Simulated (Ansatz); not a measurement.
Write a Python script for Ansatz's Python interface that makes the interaction energy of a dimer with the counterpoise correction of BH₄P, SMILES BP. Settings (for the species named): MP2, cc-pVDZ basis, multiplicity 1.

```yaml
atoms:
  - { symbol: B, position_ang: [-0.8611, -0.0030, -0.0633] }
  - { symbol: P, position_ang: [0.9719, 0.1312, -0.6482] }
  - { symbol: H, position_ang: [-1.5925, 0.9141, -0.2008] }
  - { symbol: H, position_ang: [-1.2521, -0.9994, 0.4362] }
  - { symbol: H, position_ang: [1.3863, -1.0746, 0.0482] }
  - { symbol: H, position_ang: [1.3475, 1.0318, 0.4279] }
```

The script, `run_dimer.py`:
```python
"""Binding of a BH4P dimer at a trial geometry."""

import ansatz as az

BASIS = "cc-pVDZ"
METHOD = "mp2"

FIRST = [
    ("B", (-0.8611, -0.003, -0.0633)),
    ("P", (0.9719, 0.1312, -0.6482)),
    ("H", (-1.5925, 0.9141, -0.2008)),
    ("H", (-1.2521, -0.9994, 0.4362)),
    ("H", (1.3863, -1.0746, 0.0482)),
    ("H", (1.3475, 1.0318, 0.4279)),
]
SECOND = [
    ("B", (0.5736, 3.901, -0.7885)),
    ("P", (-1.1901, 4.6667, -0.9408)),
    ("H", (0.6997, 2.7364, -0.6378)),
    ("H", (1.5275, 4.5955, -0.8414)),
    ("H", (-0.72, 6.0312, -0.774)),
    ("H", (-1.4993, 4.4688, 0.4647)),
]

def energy(atoms, ghosts=()):
    molecule = az.Crystal.molecule()
    for symbol, xyz in atoms:
        molecule = molecule.atom(symbol, xyz)
    calc = (
        molecule.calculation()
        .basis(gaussian=BASIS)
        .correlation(METHOD)
    )
    deck = calc.input()
    if ghosts:
        deck = deck.set(az.key.basis.gaussian.ghost_atoms, [{"symbol": s, "position_ang": list(xyz)} for s, xyz in ghosts])
    return az.Session.from_dict(deck).plan().execute().report["free_energy_ev"]


def main() -> None:
    # monomers in their own basis and in the basis of the dimer
    both = energy(FIRST + SECOND)
    alone = energy(FIRST) + energy(SECOND)
    ghosted = energy(FIRST, SECOND) + energy(SECOND, FIRST)
    print(f"dimer {both:.6f} eV")
    print(f"interaction, uncorrected   {(both - alone):8.3f} eV")
    print(f"interaction, counterpoise  {(both - ghosted):8.3f} eV")
    print(f"basis-set superposition    {(alone - ghosted):8.3f} eV")


if __name__ == "__main__":
    main()
```

Running `python run_dimer.py` prints:
```text
dimer -20023.763194 eV
interaction, uncorrected      0.048 eV
interaction, counterpoise     0.083 eV
basis-set superposition       0.035 eV
```

Uncorrected it is 0.048 eV, with the counterpoise correction 0.083 eV; the difference, 0.04 eV, is the superposition error. In this basis both values are repulsive.

Notes:
- Total energies depend on the basis set; only differences at equal settings carry meaning.
- The dimer is a generated trial pose of unrelaxed monomers, not a minimum, so the figure is no binding energy, and the basis set is small.
- The whole script took 3.4 s on 1 thread of Intel(R) Xeon(R) 6975P-C (Granite Rapids), with other jobs on the host, peak memory 0.23 GiB.

(Lines on the test bed's own set-up are left out of the output.)
